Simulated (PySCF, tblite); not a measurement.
# C₂H₆Ge₂N radical: geometry, infrared bands and EPR parameters

What infrared bands and EPR parameters should C₂H₆Ge₂N radical (`N#[C][GeH2][CH][GeH3]`) show?

Computed with tblite 0.8.0 and PySCF 2.14.0, with density-fitted response routines of our own, on a single molecule in the gas phase. Atoms are numbered from 0 throughout.

## Step 1: Starting geometry

11 atoms, charge 0, multiplicity 2; geometry from: force field or distance geometry start.

Bonds of the start (Å): N0–C1 1.18, C1–Ge2 1.88, Ge2–C3 1.95, C3–Ge4 1.95, Ge2–H5 1.56, Ge2–H6 1.56, C3–H7 1.10, Ge4–H8 1.53, Ge4–H9 1.57, Ge4–H10 1.53.

## Step 2: Relaxing the molecule with GFN2-xTB

Job settings and geometry (Å):

```
{"job": {"kind": "relax", "xc": "GFN2-xTB", "basis": "xTB"}, "charge": 0, "multiplicity": 2}
N      3.648700     0.224400    -0.644800
C      2.606500     0.129100    -0.104300
Ge     0.961400    -0.069800     0.791200
C     -0.282500    -1.045400    -0.355900
Ge    -1.883300     0.070900    -0.395800
H      0.437100     1.380500     1.054500
H      1.111900    -0.773100     2.172000
H      0.096100    -1.184800    -1.380200
H     -2.975300    -0.499300    -1.304200
H     -1.382600     1.467000    -0.905700
H     -2.332600     0.303300     1.047300
```

Run with:

```bash
> OMP_NUM_THREADS=1 python probes_run.py task.json out
```

The driver reads the jobs from task.json and runs them one after another.

**Question.** This job is followed by: GFN2-xTB harmonic vibrations, gas phase; UKS B3LYP, def2-TZVP-core on Ge, pcH-1 on C H N, non-relativistic, mean-field spin-orbit, GIAO. What will the session give for the following? strongest single infrared mode (GFN2-xTB); zero-point energy (GFN2-xTB); g(iso) (B3LYP); ⟨S²⟩; largest a(iso) (averaged by class); surface potential, 1st and 99th percentile.

**Answer**, as computed:

```
                                 quantity                  value
strongest single infrared mode (GFN2-xTB)  2080 cm⁻¹, 472 km/mol
             zero-point energy (GFN2-xTB)          36.2 kcal/mol
                           g(iso) (B3LYP)                2.00086
                                     ⟨S²⟩     0.754 (exact 0.75)
       largest a(iso) (averaged by class)    13C on C3, 91.7 MHz
    surface potential, 1st and 99th percentile     -1.76 V and 1.56 V
```

**Reading.** Relaxing lowered the energy by 0.573 eV in 61 steps; the close pair that moved most is Ge4–H9, from 1.568 to 1.498 Å. The lowest mode is imaginary (31i cm⁻¹), so the xTB geometry is not a minimum. The strongest single mode, at 2080 cm⁻¹, moves mainly H8. Unscaled tight-binding wavenumbers are off by several per cent, some by more. Its intensities can rank the bands wrongly. Most of the unpaired spin sits on C3 (1.01 e). The isotropic g lies 1.5 ppt below the free-electron value. The hyperfine terms hold no scalar relativity, which the heavier nuclei need.
